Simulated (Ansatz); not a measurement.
# CH6AlClSSi: basis-set convergence

The task here is to estimate one member of a computed series from the others.

Program: Ansatz 0.2.0, Gaussian basis. Level of theory: one geometry, several basis sets. These are calculated values, not measurements.

Plan: PBE0-D4/def2-SVP; ωB97M-V/def2-SVP; PBE0-D4/def2-QZVPP; ωB97M-V/def2-QZVPP; the functionals' def2-TZVPP values are taken from earlier runs.

### The relaxed structure

All runs share one geometry, relaxed beforehand with PBE0-D4 in a triple-zeta def2 set.

SMILES `[SiH3][CH](Cl)[AlH][SH]`, 11 atoms, charge 0, spin multiplicity 1.

Atoms are counted from 1 here; the program's logs count them from 0.

Bond lengths: Si1–C2 1.866 Å, Si1–H6 1.487 Å, Si1–H7 1.486 Å, Si1–H8 1.486 Å, C2–Cl3 1.855 Å, C2–Al4 1.960 Å, C2–H9 1.091 Å, Al4–S5 2.185 Å, Al4–H10 1.574 Å, S5–H11 1.345 Å. Angles: C2–Si1–H6 107.2°, C2–Si1–H7 109.7°, C2–Si1–H8 112.0°, H6–Si1–H7 109.5°, H6–Si1–H8 109.7°, H7–Si1–H8 108.7°, Si1–C2–Cl3 110.0°, Si1–C2–Al4 124.7°, Si1–C2–H9 112.8°, Cl3–C2–Al4 82.7°, Cl3–C2–H9 105.4°, Al4–C2–H9 114.8°, C2–Al4–S5 120.4°, C2–Al4–H10 120.4°, S5–Al4–H10 119.2°, Al4–S5–H11 93.9°.

Set-up of the first run:

File in.yaml:

```yaml
crystal:
  periodic: [false, false, false]
  atoms:
    - {symbol: Si, position_ang: [-1.420003, -0.233572, 0.775299]}
    - {symbol: C, position_ang: [0.421323, 0.062201, 0.833095]}
    - {symbol: Cl, position_ang: [1.328844, -1.545012, 0.649807]}
    - {symbol: Al, position_ang: [1.518213, 0.569743, -0.709725]}
    - {symbol: S, position_ang: [0.710750, 0.424556, -2.734455]}
    - {symbol: H, position_ang: [-2.082626, 1.087598, 0.939578]}
    - {symbol: H, position_ang: [-1.792953, -0.815156, -0.540204]}
    - {symbol: H, position_ang: [-1.869239, -1.157022, 1.849458]}
    - {symbol: H, position_ang: [0.754076, 0.474905, 1.786417]}
    - {symbol: H, position_ang: [2.965006, 1.153685, -0.500599]}
    - {symbol: H, position_ang: [-0.467891, -0.078826, -2.328069]}
basis:
  gaussian: {orbitals: def2-SVP}
hamiltonian: {xc: pbe0, dispersion: d4}
output: {orbitals: {seedname: orbitals}}
```

Run with:

```sh
> ansatz run in.yaml --threads 4 --pin off --events-out ev --progress --plain --max-ram 10444MiB
```

Among the steps run: PBE0-D4 in def2-SVP; ωB97M-V in def2-SVP; PBE0-D4 in def2-QZVPP; ωB97M-V in def2-QZVPP.

One table of the session follows, with a row left open; its other results are not shown here.

It belongs to the step «Density functionals: the series». 

| functional | basis | HOMO (eV) |
| --- | --- | --- |
| PBE0-D4 | def2-SVP | -7.43 |
| PBE0-D4 | def2-TZVPP | -7.54 |
| PBE0-D4 | def2-QZVPP | -7.56 |
| ωB97M-V | def2-SVP | -9.56 |
| ωB97M-V | def2-TZVPP | ? |
| ωB97M-V | def2-QZVPP | -9.74 |

Estimate the missing values for ωB97M-V, def2-TZVPP.

**Answer.** HOMO (eV): -9.71. In the column «HOMO (eV)» it lies between ωB97M-V, def2-QZVPP (-9.74) and ωB97M-V, def2-SVP (-9.56).
